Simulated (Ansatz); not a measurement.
GdO:

```
Gd O
1.0
     0.00000    2.70000    2.70000
     2.70000    0.00000    2.70000
     2.70000    2.70000    0.00000
Gd O
1 1
Direct
  0.00000 0.00000 0.00000
  0.75000 0.75000 0.75000
```

Base run:

| Item | Value |
| --- | --- |
| Program | Ansatz 0.2.0 |
| Functional | PBE0 form with a typed share of exact exchange |
| Potentials or basis | Ansatz PAW |
| Cutoff | 420 eV (not typed: the program's choice for these potentials) |
| k mesh | 5 × 5 × 5 |
| Occupations | fermi-dirac, width 0.05 eV |
| Spin | collinear spin, ferromagnetic start |
| Starting moments | [7.0, 0.0] μB |

Its results: band gap on the k mesh 1.82 eV, indirect (least direct gap 4.04 eV); pressure -3.5 GPa; net moment 8.00 μB per cell; site moments Gd +7.05; O +0.05 μB.

Q: The run is repeated on the same cell with these changes: share of exact exchange from 0.5 to 0.35. What comes out?

A: Band gap on the k mesh 0.89 eV, indirect (least direct gap 3.06 eV); pressure -2.7 GPa; net moment 8.00 μB per cell; site moments Gd +7.04; O +0.05 μB.

Caveats: the magnetic or orbital state may not be the lowest; odd divisions of the mesh miss points on the zone boundary, where band edges often lie, so the gap on the mesh can be too wide; spin-orbit coupling is left out, which moves the levels of the heavy elements; a cell with one magnetic atom can't hold antiferromagnetic order, which such compounds often take; the PAW data sets come from PBE, with cores solved anew for the run's functional, which leaves a small shift of forces and pressure; the thresholds are loose for stress.

A k mesh can miss the band edges.
